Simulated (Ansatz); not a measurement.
# CHGaP (quartet): the correlation ladder, cc-pVDZ

An exercise on one series of results from a longer session: the logs are not shown, and one member is left open.

Program: Ansatz 0.2.0, Gaussian basis. Level of theory: cc-pVDZ, core rule «outside noble gas», up to 20 orbitals frozen. These are calculated values, not measurements.

To be run: UHF; CCSD(T) on ROHF; CCSD(T) on UHF; BCCD(T) on ROHF; CISD; CCSDT(Q) on ROHF; CCSDT(Q) on UHF.

31 further runs of the same task are left out: 2 for a known fault of the program, 16 that didn't finish, 13 set aside as unsound or not needed.

**The system**

The geometry is a PBE0/def2-TZVP stationary point (not a proven minimum). No spin-orbit coupling is included. The filled d shell of Ga may be among the frozen orbitals whatever the setting's name suggests; the logs give the count.

4 atoms, charge 0, spin multiplicity 4.

Atoms are counted from 1 here; the program's logs count them from 0.

Bond lengths: Ga1–C2 2.008 Å, C2–P3 1.845 Å, P3–H4 1.429 Å. Angles: Ga1–C2–P3 169.9°, C2–P3–H4 96.3°.

Set-up of the first run:

in.yaml reads:

```yaml
crystal:
  periodic: [false, false, false]
  atoms:
    - {symbol: Ga, position_ang: [0.000000, -0.321897, 2.500783]}
    - {symbol: C, position_ang: [0.000001, -0.208523, 0.496276]}
    - {symbol: P, position_ang: [0.000000, -0.430206, -1.335116]}
    - {symbol: H, position_ang: [-0.000001, 0.960626, -1.661943]}
basis:
  gaussian: {orbitals: cc-pVDZ}
magnetization: {spin_polarized: true, initial_magnetization: 3}
hamiltonian: {xc: hf}
output: {orbitals: {seedname: orbitals}}
```

Run with:

```bash
ansatz run in.yaml --threads 1 --pin off --events-out ev --progress --plain --max-ram 2393MiB
```

Steps of the session up to this table: UHF; CCSD(T) on ROHF; CCSD(T) on UHF; BCCD(T) on ROHF; CISD; CCSDT(Q) on ROHF; CCSDT(Q) on UHF.

One of the session's tables, all rows but one given; the rest of the session is left out.

```
   method  from UCCSDT(Q) (meV)
     ROHF               +7807.0
      UHF               +7482.9
     RMP2               +1555.3
     UMP2               +1593.6
    RCCSD                     ?
    UCCSD                +298.3
 RCCSD(T)                 +64.5
 UCCSD(T)                 +64.9
  BCCD(T)                 +62.4
   RCCSDT                 +19.1
   UCCSDT                 +17.6
RCCSDT(Q)                  +2.3
UCCSDT(Q)                     0
```

**Question.** Estimate the row for RCCSD.

The run gave: from UCCSDT(Q) (meV): +305.7. In the column «from UCCSDT(Q) (meV)» it lies between UCCSD (+298.3) and RMP2 (+1555.3).

Not comparable, so not listed: CISD (they don't share determinant, frozen orbitals or solution with the rows shown, or repeat one).

Limits of these values: Restricted and unrestricted rows rest on different reference determinants; where their highest levels disagree by more than a few hundredths of an eV, they describe different states and don't form one ladder.
